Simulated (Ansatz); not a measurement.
# C2H9FSi2: the cost of one run

Method: functionals in def2-TZVPP, the program's frozen cores in correlated methods; program: Ansatz 0.2.0, Gaussian basis.

The runs, in order: PBE-D4, r2SCAN-D4, PBE0-D4, B3LYP-D4, ωB97X-V, ωB97M-V, B2PLYP; CCSD(T)/def2-TZVPP; MP2/def2-QZVPP; extrapolation to the limit.

### Step 1. Structure used throughout

An earlier PBE0-D4 in a triple-zeta def2 set relaxation fixed the geometry.

SMILES `C[SiH2]C[SiH2]F`, 14 atoms, charge 0, spin multiplicity 1.

Atoms are counted from 1 here; the program's logs count them from 0.

Bond lengths: C1–Si2 1.867 Å, C1–H6 1.092 Å, C1–H7 1.093 Å, C1–H8 1.092 Å, Si2–C3 1.881 Å, Si2–H9 1.490 Å, Si2–H10 1.491 Å, C3–Si4 1.851 Å, C3–H11 1.097 Å, C3–H12 1.096 Å, Si4–F5 1.607 Å, Si4–H13 1.484 Å, Si4–H14 1.485 Å. Angles: Si2–C1–H6 110.8°, Si2–C1–H7 110.8°, Si2–C1–H8 110.7°, H6–C1–H7 107.9°, H6–C1–H8 108.5°, H7–C1–H8 108.1°, C1–Si2–C3 111.4°, C1–Si2–H9 110.1°, C1–Si2–H10 110.3°, C3–Si2–H9 108.9°, C3–Si2–H10 108.5°, H9–Si2–H10 107.5°, Si2–C3–Si4 115.6°, Si2–C3–H11 108.3°, Si2–C3–H12 109.1°, Si4–C3–H11 106.9°, Si4–C3–H12 109.7°, H11–C3–H12 106.8° and more.

As a file:

```
C    -1.5156    1.2501    0.5564
Si   -0.0190    0.3440    1.2072
C     0.4173   -1.1308    0.1237
Si    1.1192   -0.7210   -1.5391
F     0.1512    0.3200   -2.2893
H    -1.7543    2.1080    1.1892
H    -2.3888    0.5930    0.5366
H    -1.3381    1.6084   -0.4598
H    -0.2746   -0.1352    2.5952
H     1.1571    1.2587    1.2579
H     1.1696   -1.7330    0.6487
H    -0.4689   -1.7639    0.0051
H     2.4469   -0.0708   -1.4066
H     1.2244   -1.9135   -2.4177
```

### Step 2. PBE-D4 (GGA)

Contents of in.yaml:

```yaml
crystal:
  periodic: [false, false, false]
  atoms:
    - {symbol: C, position_ang: [-1.515636, 1.250100, 0.556381]}
    - {symbol: Si, position_ang: [-0.018953, 0.343966, 1.207194]}
    - {symbol: C, position_ang: [0.417271, -1.130834, 0.123698]}
    - {symbol: Si, position_ang: [1.119179, -0.720989, -1.539057]}
    - {symbol: F, position_ang: [0.151200, 0.319967, -2.289270]}
    - {symbol: H, position_ang: [-1.754301, 2.107960, 1.189160]}
    - {symbol: H, position_ang: [-2.388773, 0.593004, 0.536574]}
    - {symbol: H, position_ang: [-1.338147, 1.608413, -0.459767]}
    - {symbol: H, position_ang: [-0.274610, -0.135201, 2.595174]}
    - {symbol: H, position_ang: [1.157074, 1.258707, 1.257871]}
    - {symbol: H, position_ang: [1.169625, -1.733010, 0.648688]}
    - {symbol: H, position_ang: [-0.468927, -1.763914, 0.005067]}
    - {symbol: H, position_ang: [2.446889, -0.070787, -1.406578]}
    - {symbol: H, position_ang: [1.224410, -1.913482, -2.417733]}
basis:
  gaussian: {orbitals: def2-TZVPP}
hamiltonian: {xc: pbe, dispersion: d4}
output: {forces: true, orbitals: {seedname: orbitals}}
```

Command:

```console
$ ansatz run in.yaml --threads 4 --pin off --events-out ev --progress --plain --max-ram 10444MiB
```

**Question.** How long does this run take on 4 threads of Arm Neoverse V1, shared host, and how much memory does it need?

About 3.7 s, with a peak of 0.46 GiB.
